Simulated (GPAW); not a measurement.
# Ga in GPAW: further runs

Aim: see how the results for Ga move with the level of theory and the settings. Levels: LDA, PBE, PBEsol, RPBE, r2SCAN. Tasks: relaxation of the atoms.

All numbers are computed with GPAW 26.7.0; they aren't measurements. Logs are shortened: lines on timing, memory, paths and dates and some standing lists are left out, and cuts for length are marked. The log counts tension as positive stress, the text compression.

### Step 1. The cell of the first run

The cell holds a slab with vacuum, 6 atoms: a = 2.985 Å, b = 2.985 Å, c = 24.928 Å, α = 90.00°, β = 90.00°, γ = 83.39°.

The slab is cut from a database's or a generator's crystal, which needn't be the stable form of the element.

### Step 2. Relaxation of the atoms, LDA (the (1 1 0) slab of Ga, cut from the database cell, not relaxed)

Contents of run.py:

```python
import numpy as np
from ase.constraints import FixAtoms
from ase.io import read, write
from ase.optimize import BFGS
from gpaw import GPAW, PW

atoms = read('Ga.xyz')
atoms.pbc = (True, True, False)
atoms.set_constraint(FixAtoms([0, 1, 2]))

calc = GPAW(mode=PW(450),
            xc='LDA',
            kpts={'size': (9, 9, 1), 'gamma': True},
            occupations={'name': 'fermi-dirac', 'width': 0.05},
            nbands=22,
            convergence={'density': 1e-05, 'energy': 1e-05},
            maxiter=150,
            poissonsolver={'dipolelayer': 'xy'},
            symmetry={'extra_ids': [1, 1, 1, 0, 0, 0], 'tolerance': 0.001},
            txt='gpaw.txt')
atoms.calc = calc
opt = BFGS(atoms, trajectory='relax.traj', logfile='-')
done = opt.run(fmax=0.02, steps=60)
calc.write('gs.gpw')
write('result.traj', atoms)
print('Converged:', done)
print('Cell:', atoms.cell.cellpar().round(4))
print('Volume:', round(atoms.get_volume(), 4))
print(atoms.get_scaled_positions().round(5))

v = calc.get_electrostatic_potential().mean(axis=(0, 1))
z = np.arange(len(v)) * atoms.cell[2, 2] / len(v)
ef = calc.get_fermi_level()
np.savetxt('planar.dat', np.c_[z, v], fmt='%.4f')
below, above = np.interp([1.5, atoms.cell[2, 2] - 1.5], z, v) - ef
print(f'Work functions: bottom {below:.4f} eV, top {above:.4f} eV')
print('Dipole moment:', *calc.get_dipole_moment().round(5), 'e A')
```

Contents of Ga.xyz:

```xyz
6
Lattice="2.9851085407 -0.0000000000 0.0000000000 0.3437091101 2.9652549718 -0.0000000000 0.0000000000 0.0000000000 24.9277792079" Properties=species:S:1:pos:R:3 pbc="T T T"
Ga     1.6644088254      1.4826274859      7.5000000000
Ga     0.0000000000      0.0000000000      9.4855558416
Ga     1.6644088254      1.4826274859     11.4711116831
Ga     0.0000000000      0.0000000000     13.4566675247
Ga     1.6644088254      1.4826274859     15.4422233663
Ga     0.0000000000      0.0000000000     17.4277792079
```

Potentials or basis: the program's PAW data sets (release 1.2.1) made for this functional, pw.

Command:

```sh
OMP_NUM_THREADS=1 python run.py
```

gpaw.txt:

```text
__  _  _
 | _ |_)|_||  |
 |__||  | ||/\| - 26.7.0

Input parameters:
  mode=PW(ecut=450.00000000000006),
  convergence={'density': 1e-05, 'energy': 1e-05},
  kpts=MonkhorstPack(size=(9, 9, 1), gamma=True),
  maxiter=150,
  nbands=22,
  occupations=Occupations(name='fermi-dirac', width=0.05),
  poissonsolver=PoissonSolver(dipolelayer='xy'),
  symmetry=Symmetry(extra_ids=array([1, 1, 1, 0, 0, 0]), tolerance=0.001),
  xc=XC(name='LDA')

Diagonalizing LCAO Hamiltonian
Converting LCAO to pw mode

       Ga

            Ga

       Ga
[... 5 lines left out ...]
            Ga

Atoms  # Å, Bohr magnetons
|   | symbol |        x |        y |         z |    initial magnetic moments |
|---|--------|----------|----------|-----------|-----------------------------|
| 0 |     Ga | 1.664409 | 1.482627 |  7.500000 | ( 0.0000,  0.0000,  0.0000) |
| 1 |     Ga | 0.000000 | 0.000000 |  9.485556 | ( 0.0000,  0.0000,  0.0000) |
| 2 |     Ga | 1.664409 | 1.482627 | 11.471112 | ( 0.0000,  0.0000,  0.0000) |
| 3 |     Ga | 0.000000 | 0.000000 | 13.456668 | ( 0.0000,  0.0000,  0.0000) |
| 4 |     Ga | 1.664409 | 1.482627 | 15.442223 | ( 0.0000,  0.0000,  0.0000) |
| 5 |     Ga | 0.000000 | 0.000000 | 17.427779 | ( 0.0000,  0.0000,  0.0000) |

Unit cell  # Å
| periodic |        x |         y |         z |   lengths |    angles |
|----------|----------|-----------|-----------|-----------|-----------|
|      yes | 2.985109 | -0.000000 |  0.000000 |  2.985109 | 90.000000 |
|      yes | 0.343709 |  2.965255 | -0.000000 |  2.985109 | 90.000000 |
|       no | 0.000000 |  0.000000 | 24.927779 | 24.927779 | 83.388228 |

Number of symmetries: 4
Symmetry operations  # r_c * U_cc + t_c -> r_c
|   | kind |            matrix            |
|---|------|------------------------------|
| 0 |  E   |  1, 0, 0,  0, 1, 0,  0, 0, 1 |
| 1 |  σ   |  0, 1, 0,  1, 0, 0,  0, 0, 1 |
| 2 |  σ   |  0,-1, 0, -1, 0, 0,  0, 0, 1 |
| 3 |  C2  | -1, 0, 0,  0,-1, 0,  0, 0, 1 |

BZ-sampling:
  Number of BZ points: 81
  Number of IBZ points: 25

  Monkhorst-Pack size: [9, 9, 1]
  Monkhorst-Pack shift: [0, 0, 0]

K-points  # in reciprocal-cell coordinates
|     |                                coordinates |     weight |
|-----|--------------------------------------------|------------|
|   0 | (  0.00000000,   0.00000000,   0.00000000) | 0.01234568 |
|   1 | (  0.11111111,  -0.11111111,   0.00000000) | 0.02469136 |
|   2 | (  0.11111111,   0.00000000,   0.00000000) | 0.04938272 |
|   3 | (  0.11111111,   0.11111111,   0.00000000) | 0.02469136 |
|   4 | (  0.22222222,  -0.22222222,   0.00000000) | 0.02469136 |
|   5 | (  0.22222222,  -0.11111111,   0.00000000) | 0.04938272 |
|   6 | (  0.22222222,   0.00000000,   0.00000000) | 0.04938272 |
|   7 | (  0.22222222,   0.11111111,   0.00000000) | 0.04938272 |
|   8 | (  0.22222222,   0.22222222,   0.00000000) | 0.02469136 |
|   9 | (  0.33333333,  -0.33333333,   0.00000000) | 0.02469136 |
| ... |                                            |            |
|  24 | (  0.44444444,   0.44444444,   0.00000000) | 0.02469136 |

Plane wave coefficients: 4828
Cutoff: 450.00000000000006 eV

Spin-components: 1 (collinear spins)
Bands:           22
Projectors:      30
Spin-degeneracy: 2
Datatype:        complex128

Parallelization:
  kpt:    1
  domain: 1
  band:   1

Density:
  Valence electrons: 18.0
  Components: 1
  Grid points: [ 15  15 125]
  Charge: 0.0  # |e|

Potential:
  Grid points: [ 15  15 125]

species:
  Ga:
    name:    Gallium
    Z:       31.0
    valence: 3
    core:    28
    charge:  0.0  # [|e|]
    compensation charges:
      type: gauss
      rc: 0.37  # [Å]
      lmax: 2
    cutoffs:
      filter: 2.06  # [Å]
      core: 4.17  # [Å]
    projectors
    | kind |    occ | energy [eV] | rcut [Å] |
    |------|--------|-------------|----------|
    |   4s |  2.000 |      -9.167 |    1.164 |
    |   4p |  1.000 |      -2.734 |    1.164 |
    |    s |        |      18.045 |    1.164 |
    |    p |        |      24.478 |    1.164 |
    |    d |        |       0.000 |    1.164 |

    Using partial waves for Ga as LCAO basis

Reference energy: -316848.336617  # eV

eigensolver:
  PPCG
  Converge bands: occupied
  niter=2

density mixing:
  MSR1-Mixer
  Pratt-step length: 0.05
  Maximum mixing coefficient: 0.75
  Old densities: 10
  SVD Regularization: 0.005
  Good broyden scale: 1.0
  Trust region scale: 1.0
  Backstep threshold: 4.0
  History deletion threshold: 6.0
  Fourier metric: weight=20.0, sigma=0.015

occupation numbers:
  Fermi-Dirac:
    width: 0.0500  # eV

<gpaw.new.pw.poisson.DipoleLayerPWPoissonSolver object>
xc functional:
  name: None

convergence criteria:
- Maximum integral of absolute [dens]ity change: 1e-05 electrons / valence electron
- Maximum [total energy] change in last 3 cyles: 1e-05 eV / valence electron
- Maximum integral of absolute [eigenst]ate change: 4e-08 eV^2 / valence electron
maximum number of iterations: 150
[... 60 lines left out ...]
No gap
No difference between direct/indirect transitions
vacuum-level: 5.325  # V
Workfunctions: 4.466, 4.466 eV (top, bottom)

Forces  # eV/Ang
|        x |        y |        z |
|----------|----------|----------|
|  0.00000 |  0.00000 |  0.04360 |  # Ga   0
|  0.00000 |  0.00000 |  0.05230 |  # Ga   1
| -0.00000 |  0.00000 | -0.00405 |  # Ga   2
|  0.00000 | -0.00000 |  0.00405 |  # Ga   3
|  0.00000 |  0.00000 | -0.05228 |  # Ga   4
|  0.00000 |  0.00000 | -0.04360 |  # Ga   5
[... 36 lines left out ...]
SCF iterations
|iter     | |      energy | eigst |  dens |
|---------|-|-------------|-------|-------|
|iter:   1| |  -20.534082c| -6.53 |       |
|iter:   2| |  -20.534326 | -7.31 | -3.03 |
|iter:   3| |  -20.534039 | -7.84c| -2.70 |
|iter:   4| |  -20.534044 | -7.60c| -3.58 |
|iter:   5| |  -20.534043c| -8.21c| -3.92 |
|iter:   6| |  -20.534040c| -7.69c| -4.02 |
|iter:   7| |  -20.534039c| -8.25c| -4.40 |
|iter:   8| |  -20.534039c| -8.36c| -4.49 |
|iter:   9| |  -20.534038c| -8.52c| -4.63 |
|iter:  10| |  -20.534038c| -8.71c| -4.65 |
|iter:  11| |  -20.534038c| -9.39c| -5.11c|
[... 40 lines left out ...]
No gap
No difference between direct/indirect transitions
vacuum-level: 5.325  # V
Workfunctions: 4.466, 4.466 eV (top, bottom)

Forces  # eV/Ang
|        x |       y |        z |
|----------|---------|----------|
| -0.00000 | 0.00000 |  0.04359 |  # Ga   0
|  0.00000 | 0.00000 |  0.05218 |  # Ga   1
| -0.00000 | 0.00000 | -0.00390 |  # Ga   2
|  0.00000 | 0.00000 |  0.00267 |  # Ga   3
|  0.00000 | 0.00000 | -0.05065 |  # Ga   4
|  0.00000 | 0.00000 | -0.04395 |  # Ga   5
[... 94 lines left out ...]
No gap
No difference between direct/indirect transitions
vacuum-level: 5.326  # V
Workfunctions: 4.475, 4.471 eV (top, bottom)

Forces  # eV/Ang
|        x |        y |        z |
|----------|----------|----------|
|  0.00000 |  0.00000 |  0.03939 |  # Ga   0
|  0.00000 |  0.00000 |  0.04819 |  # Ga   1
|  0.00000 |  0.00000 | -0.00541 |  # Ga   2
| -0.00000 |  0.00000 | -0.07582 |  # Ga   3
|  0.00000 | -0.00000 |  0.04702 |  # Ga   4
| -0.00000 |  0.00000 | -0.05343 |  # Ga   5
[... 11 lines left out ...]
            Ga

Atoms  # Å, Bohr magnetons
|   | symbol |         x |         y |         z |    initial magnetic moments |
|---|--------|-----------|-----------|-----------|-----------------------------|
| 0 |     Ga |  1.664409 |  1.482627 |  7.500000 | ( 0.0000,  0.0000,  0.0000) |
| 1 |     Ga |  0.000000 |  0.000000 |  9.485556 | ( 0.0000,  0.0000,  0.0000) |
| 2 |     Ga |  1.664409 |  1.482627 | 11.471112 | ( 0.0000,  0.0000,  0.0000) |
| 3 |     Ga | -0.000000 | -0.000000 | 13.458204 | ( 0.0000,  0.0000,  0.0000) |
| 4 |     Ga |  1.664409 |  1.482627 | 15.396359 | ( 0.0000,  0.0000,  0.0000) |
| 5 |     Ga | -0.000000 | -0.000000 | 17.386854 | ( 0.0000,  0.0000,  0.0000) |
[... 67 lines left out ...]
No gap
No difference between direct/indirect transitions
vacuum-level: 5.326  # V
Workfunctions: 4.476, 4.471 eV (top, bottom)

Forces  # eV/Ang
|       x |       y |        z |
|---------|---------|----------|
| 0.00000 | 0.00000 |  0.03982 |  # Ga   0
| 0.00000 | 0.00000 |  0.04785 |  # Ga   1
| 0.00000 | 0.00000 | -0.00672 |  # Ga   2
| 0.00000 | 0.00000 | -0.07011 |  # Ga   3
| 0.00000 | 0.00000 |  0.03984 |  # Ga   4
| 0.00000 | 0.00000 | -0.05070 |  # Ga   5
[... 11 lines left out ...]
            Ga

Atoms  # Å, Bohr magnetons
|   | symbol |         x |         y |         z |    initial magnetic moments |
|---|--------|-----------|-----------|-----------|-----------------------------|
| 0 |     Ga |  1.664409 |  1.482627 |  7.500000 | ( 0.0000,  0.0000,  0.0000) |
| 1 |     Ga |  0.000000 |  0.000000 |  9.485556 | ( 0.0000,  0.0000,  0.0000) |
| 2 |     Ga |  1.664409 |  1.482627 | 11.471112 | ( 0.0000,  0.0000,  0.0000) |
| 3 |     Ga |  0.000000 | -0.000000 | 13.444127 | ( 0.0000,  0.0000,  0.0000) |
| 4 |     Ga |  1.664409 |  1.482627 | 15.396138 | ( 0.0000,  0.0000,  0.0000) |
| 5 |     Ga | -0.000000 |  0.000000 | 17.368882 | ( 0.0000,  0.0000,  0.0000) |
[... 72 lines left out ...]
No gap
No difference between direct/indirect transitions
vacuum-level: 5.328  # V
Workfunctions: 4.489, 4.472 eV (top, bottom)

Forces  # eV/Ang
|        x |        y |        z |
|----------|----------|----------|
|  0.00000 |  0.00000 |  0.04353 |  # Ga   0
|  0.00000 |  0.00000 |  0.04113 |  # Ga   1
| -0.00000 |  0.00000 | -0.02792 |  # Ga   2
|  0.00000 | -0.00000 | -0.02603 |  # Ga   3
|  0.00000 |  0.00000 | -0.01698 |  # Ga   4
|  0.00000 |  0.00000 | -0.01361 |  # Ga   5
[... 94 lines left out ...]
No gap
No difference between direct/indirect transitions
vacuum-level: 5.330  # V
Workfunctions: 4.500, 4.474 eV (top, bottom)

Forces  # eV/Ang
|        x |        y |        z |
|----------|----------|----------|
|  0.00000 |  0.00000 |  0.04499 |  # Ga   0
|  0.00000 |  0.00000 |  0.03480 |  # Ga   1
|  0.00000 |  0.00000 | -0.04568 |  # Ga   2
| -0.00000 |  0.00000 | -0.01269 |  # Ga   3
|  0.00000 | -0.00000 | -0.03290 |  # Ga   4
|  0.00000 |  0.00000 |  0.01153 |  # Ga   5
[... 11 lines left out ...]
            Ga

Atoms  # Å, Bohr magnetons
|   | symbol |         x |         y |         z |    initial magnetic moments |
|---|--------|-----------|-----------|-----------|-----------------------------|
| 0 |     Ga |  1.664409 |  1.482627 |  7.500000 | ( 0.0000,  0.0000,  0.0000) |
| 1 |     Ga |  0.000000 |  0.000000 |  9.485556 | ( 0.0000,  0.0000,  0.0000) |
| 2 |     Ga |  1.664409 |  1.482627 | 11.471112 | ( 0.0000,  0.0000,  0.0000) |
| 3 |     Ga | -0.000000 | -0.000000 | 13.429845 | ( 0.0000,  0.0000,  0.0000) |
| 4 |     Ga |  1.664409 |  1.482627 | 15.372251 | ( 0.0000,  0.0000,  0.0000) |
| 5 |     Ga |  0.000000 |  0.000000 | 17.330418 | ( 0.0000,  0.0000,  0.0000) |
[... 72 lines left out ...]
No gap
No difference between direct/indirect transitions
vacuum-level: 5.331  # V
Workfunctions: 4.506, 4.476 eV (top, bottom)

Forces  # eV/Ang
|        x |       y |        z |
|----------|---------|----------|
|  0.00000 | 0.00000 |  0.04453 |  # Ga   0
|  0.00000 | 0.00000 |  0.03122 |  # Ga   1
|  0.00000 | 0.00000 | -0.05508 |  # Ga   2
|  0.00000 | 0.00000 | -0.01738 |  # Ga   3
| -0.00000 | 0.00000 | -0.02396 |  # Ga   4
|  0.00000 | 0.00000 |  0.02071 |  # Ga   5
[... 11 lines left out ...]
            Ga

Atoms  # Å, Bohr magnetons
|   | symbol |         x |         y |         z |    initial magnetic moments |
|---|--------|-----------|-----------|-----------|-----------------------------|
| 0 |     Ga |  1.664409 |  1.482627 |  7.500000 | ( 0.0000,  0.0000,  0.0000) |
| 1 |     Ga |  0.000000 |  0.000000 |  9.485556 | ( 0.0000,  0.0000,  0.0000) |
| 2 |     Ga |  1.664409 |  1.482627 | 11.471112 | ( 0.0000,  0.0000,  0.0000) |
| 3 |     Ga | -0.000000 | -0.000000 | 13.429591 | ( 0.0000,  0.0000,  0.0000) |
| 4 |     Ga |  1.664409 |  1.482627 | 15.369284 | ( 0.0000,  0.0000,  0.0000) |
| 5 |     Ga |  0.000000 |  0.000000 | 17.328512 | ( 0.0000,  0.0000,  0.0000) |
[... 69 lines left out ...]
No gap
No difference between direct/indirect transitions
vacuum-level: 5.331  # V
Workfunctions: 4.506, 4.476 eV (top, bottom)

Forces  # eV/Ang
|        x |       y |        z |
|----------|---------|----------|
|  0.00000 | 0.00000 |  0.04419 |  # Ga   0
|  0.00000 | 0.00000 |  0.03101 |  # Ga   1
|  0.00000 | 0.00000 | -0.05621 |  # Ga   2
|  0.00000 | 0.00000 | -0.02140 |  # Ga   3
|  0.00000 | 0.00000 | -0.01638 |  # Ga   4
| -0.00000 | 0.00000 |  0.01840 |  # Ga   5
[... 90 lines left out ...]
No gap
No difference between direct/indirect transitions
vacuum-level: 5.331  # V
Workfunctions: 4.505, 4.476 eV (top, bottom)

Forces  # eV/Ang
|       x |       y |        z |
|---------|---------|----------|
| 0.00000 | 0.00000 |  0.04345 |  # Ga   0
| 0.00000 | 0.00000 |  0.03072 |  # Ga   1
| 0.00000 | 0.00000 | -0.05860 |  # Ga   2
| 0.00000 | 0.00000 | -0.02357 |  # Ga   3
| 0.00000 | 0.00000 | -0.00732 |  # Ga   4
| 0.00000 | 0.00000 |  0.01522 |  # Ga   5
[... 91 lines left out ...]
No gap
No difference between direct/indirect transitions
vacuum-level: 5.331  # V
Workfunctions: 4.502, 4.476 eV (top, bottom)

Forces  # eV/Ang
|       x |        y |        z |
|---------|----------|----------|
| 0.00000 |  0.00000 |  0.04239 |  # Ga   0
| 0.00000 | -0.00000 |  0.03079 |  # Ga   1
| 0.00000 |  0.00000 | -0.06218 |  # Ga   2
| 0.00000 |  0.00000 | -0.02202 |  # Ga   3
| 0.00000 | -0.00000 |  0.00242 |  # Ga   4
| 0.00000 |  0.00000 |  0.00843 |  # Ga   5
[... 91 lines left out ...]
No gap
No difference between direct/indirect transitions
vacuum-level: 5.330  # V
Workfunctions: 4.497, 4.475 eV (top, bottom)

Forces  # eV/Ang
|       x |       y |        z |
|---------|---------|----------|
| 0.00000 | 0.00000 |  0.04132 |  # Ga   0
| 0.00000 | 0.00000 |  0.03077 |  # Ga   1
| 0.00000 | 0.00000 | -0.06861 |  # Ga   2
| 0.00000 | 0.00000 | -0.01260 |  # Ga   3
| 0.00000 | 0.00000 |  0.00805 |  # Ga   4
| 0.00000 | 0.00000 |  0.00092 |  # Ga   5

# Writing to gs.gpw (mode='')
```

Wall time 7.6 min (1 thread of Arm Neoverse V1, shared host); peak memory 0.24 GiB.

Results:

```yaml
Free_energy: -20.5492 eV
Energy_gained_by_relaxing: 0.8 meV/atom
Ionic_steps: 11
Band_gap_on_the_k_mesh: none (metal or under the smearing width)
Dipole_across_the_slab: 0.00 e·Å
Work_function_of_the_upper_face: 4.50 eV
Work_function_of_the_lower_face: 4.47 eV
```

Step by step:
```csv
step,energy change (eV),largest force (eV/Å)
1,0.0000,0.0523
2,-0.0001,0.0522
3,-0.0022,0.0758
4,-0.0023,0.0701
5,-0.0039,0.0435
6,-0.0046,0.0457
7,-0.0048,0.0551
8,-0.0049,0.0562
9,-0.0049,0.0586
10,-0.0050,0.0622
11,-0.0050,0.0686
```

Final structure:
```
Ga
1.0
     2.98511    0.00000    0.00000
     0.34371    2.96525    0.00000
     0.00000    0.00000   24.92778
Ga
6
Direct
  0.50000 0.50000 0.30087
  0.00000 0.00000 0.38052
  0.50000 0.50000 0.46017
  0.00000 0.00000 0.53847
  0.50000 0.50000 0.61620
  0.00000 0.00000 0.69515
```

Caveat: the cutoff is short for stress and forces, so pressures can be off by a GPa or more; later steps reuse the first step's grids.

(Continued in part 2 of 3.)
